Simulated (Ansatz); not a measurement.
# AlH₅NOSi radical: how energies converge with the basis set

The task here is to estimate one member of a computed series from the others.

The runs use Ansatz 0.2.0, Gaussian basis; one geometry, several basis sets.

Levels to be run: PBE0-D4/def2-SVP; ωB97M-V/def2-SVP; PBE0-D4/def2-QZVPP; ωB97M-V/def2-QZVPP; the functionals' def2-TZVPP values are taken from earlier runs.

## The relaxed structure

All runs share one geometry, relaxed beforehand with PBE0-D4 in a triple-zeta def2 set.

SMILES `[NH2][Al][O][SiH3]`, 9 atoms, charge 0, spin multiplicity 2.

Atoms are counted from 1 here; the program's logs count them from 0.

Bond lengths: N1–Al2 1.768 Å, N1–H5 1.006 Å, N1–H6 1.009 Å, Al2–O3 1.692 Å, O3–Si4 1.623 Å, Si4–H7 1.488 Å, Si4–H8 1.489 Å, Si4–H9 1.488 Å. Angles: Al2–N1–H5 124.7°, Al2–N1–H6 124.4°, H5–N1–H6 110.9°, N1–Al2–O3 117.7°, Al2–O3–Si4 163.3°, O3–Si4–H7 110.1°, O3–Si4–H8 111.0°, O3–Si4–H9 110.1°, H7–Si4–H8 108.5°, H7–Si4–H9 108.7°, H8–Si4–H9 108.5°.

Set-up of the first run:

File in.yaml:

```yaml
crystal:
  periodic: [false, false, false]
  atoms:
    - {symbol: N, position_ang: [-0.933809, 1.665423, -1.719999]}
    - {symbol: Al, position_ang: [0.465829, 0.682573, -1.270779]}
    - {symbol: O, position_ang: [0.347166, -0.259428, 0.129920]}
    - {symbol: Si, position_ang: [0.671326, -1.280636, 1.349280]}
    - {symbol: H, position_ang: [-0.979206, 2.263054, -2.528557]}
    - {symbol: H, position_ang: [-1.795828, 1.701063, -1.197311]}
    - {symbol: H, position_ang: [0.560400, -0.571494, 2.652304]}
    - {symbol: H, position_ang: [2.047806, -1.835388, 1.229241]}
    - {symbol: H, position_ang: [-0.295183, -2.411467, 1.338901]}
basis:
  gaussian: {orbitals: def2-SVP}
magnetization: {spin_polarized: true, initial_magnetization: 1}
hamiltonian: {xc: pbe0, dispersion: d4}
output: {orbitals: {seedname: orbitals}}
```

Run with:

```
ansatz run in.yaml --threads 4 --pin off --events-out ev --progress --plain --max-ram 10444MiB
```

Among the steps run: PBE0-D4 in def2-SVP; ωB97M-V in def2-SVP; PBE0-D4 in def2-QZVPP; ωB97M-V in def2-QZVPP.

One table of the session follows, with a row left open; its other results are not shown here.

| functional | basis | HOMO (eV) | LUMO (eV) |
| --- | --- | --- | --- |
| PBE0-D4 | def2-SVP | -5.76 | -2.25 |
| PBE0-D4 | def2-TZVPP | -5.88 | -2.32 |
| PBE0-D4 | def2-QZVPP | -5.91 | -2.36 |
| ωB97M-V | def2-SVP | -7.40 | -0.89 |
| ωB97M-V | def2-TZVPP | ? | ? |
| ωB97M-V | def2-QZVPP | -7.60 | -0.98 |

Q: Estimate the row for ωB97M-V, def2-TZVPP from the others.

As computed: HOMO (eV): -7.53; LUMO (eV): -0.89. In the column «HOMO (eV)» it lies between ωB97M-V, def2-QZVPP (-7.60) and ωB97M-V, def2-SVP (-7.40).
